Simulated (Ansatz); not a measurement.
# W2N3: the cost of one run

Program: Ansatz 0.2.0. Level of theory: DFT PBEsol, scalar-relativistic, plane waves, PAW. These are calculated values, not measurements.

3 further runs of the same task are left out: 2 that didn't finish, 1 set aside as unsound or not needed.

### Step 1. The structure to begin with

It takes space group P6_3/mmc (No. 194, hexagonal). The conventional cell has a = 2.885 Å, b = 2.885 Å, c = 15.894 Å, α = 90.00°, β = 90.00°, γ = 120.00°. W (site symmetry 3m) has 6 N at 2.00 to 2.21 Å as nearest neighbours. Around N (site symmetry 3m) lie 3 W at 2.00 Å. N (site symmetry -6m2) has 6 W at 2.21 Å as nearest neighbours.

Coordinates:

```cif
data_structure
_symmetry_space_group_name_H-M 'P6_3/mmc'
_symmetry_Int_Tables_number 194
_cell_length_a 2.8847
_cell_length_b 2.8847
_cell_length_c 15.8944
_cell_angle_alpha 90.000
_cell_angle_beta 90.000
_cell_angle_gamma 120.000
_cell_volume 114.54
loop_
_atom_site_label
_atom_site_type_symbol
_atom_site_symmetry_multiplicity
_atom_site_Wyckoff_symbol
_atom_site_fract_x
_atom_site_fract_y
_atom_site_fract_z
_atom_site_occupancy
W1 W 4 f 0.66667 0.33333 0.65871 1
N1 N 4 f 0.66667 0.33333 0.41118 1
N2 N 2 d 0.66667 0.33333 0.25000 1
```

It goes back to an entry of the Materials Project, which need not be the stable form.

This cell was relaxed beforehand with the same method: volume 11.45 Å³/atom, gap on the mesh none (metal).

### Step 2. The reference cell

Reference values: F = -43299.6064 eV; pressure 0.00 GPa; largest force 0.010 eV/Å; gap on the mesh none (metal). It was computed beforehand with the settings of the runs below.

### Step 3. The scan: pulling the crystal apart

The cut lies on the cell's a–b face, a (0 0 1) plane of area 7.21 Å², between layers 1.45 Å apart (W below, N above); the cell is 15.9 Å thick. The cut runs through bonds; the cell's widest gap between layers lies elsewhere, and sliding there would cost far less. Vector c is lengthened by d along the normal with the atoms' Cartesian places fixed: one unrelaxed cut per cell.

### Step 4. At d = 1.00 Å

Input file input.yaml:

```yaml
crystal:
  lattice:
    - [-2.8846614871, 0.0, 0.0]
    - [-1.4423307436, -2.4981901292, 0.0]
    - [0.0, 0.0, 16.8943952211]
  atoms:
    - { symbol: W, position: [0.6666666667, 0.6666666667, 0.4274657319] }
    - { symbol: W, position: [0.3333333333, 0.3333333333, 0.128834495] }
    - { symbol: W, position: [0.3333333333, 0.3333333333, 0.8978701178] }
    - { symbol: W, position: [0.6666666667, 0.6666666667, 0.599238881] }
    - { symbol: "N", position: [0.6666666667, 0.6666666667, 0.1945889154] }
    - { symbol: "N", position: [0.3333333333, 0.3333333333, 0.3617113115] }
    - { symbol: "N", position: [0.3333333333, 0.3333333333, 0.6649933014] }
    - { symbol: "N", position: [0.6666666667, 0.6666666667, 0.8321156975] }
    - { symbol: "N", position: [0.6666666667, 0.6666666667, 0.0429479204] }
    - { symbol: "N", position: [0.3333333333, 0.3333333333, 0.5133523064] }
basis:
  ecutwfc: 420
kpoints:
  mp_grid: { grid: [15, 15, 3] }
hamiltonian:
  xc: pbesol
scf:
  occupations: { method: gaussian, width: 0.15 }
output:
  forces: true
  stress: true
  eigenvalues: true
```

Run with:

```sh
> ansatz run input.yaml --threads 2 --pin off --max-ram 5120MiB --backend cpu --events-out ev --progress --plain --runs-dir out
```

Q: Estimate wall time and peak memory on 2 threads of Intel Xeon Platinum 8488C (Sapphire Rapids), shared host.

About 26 s, with a peak of 0.62 GiB.
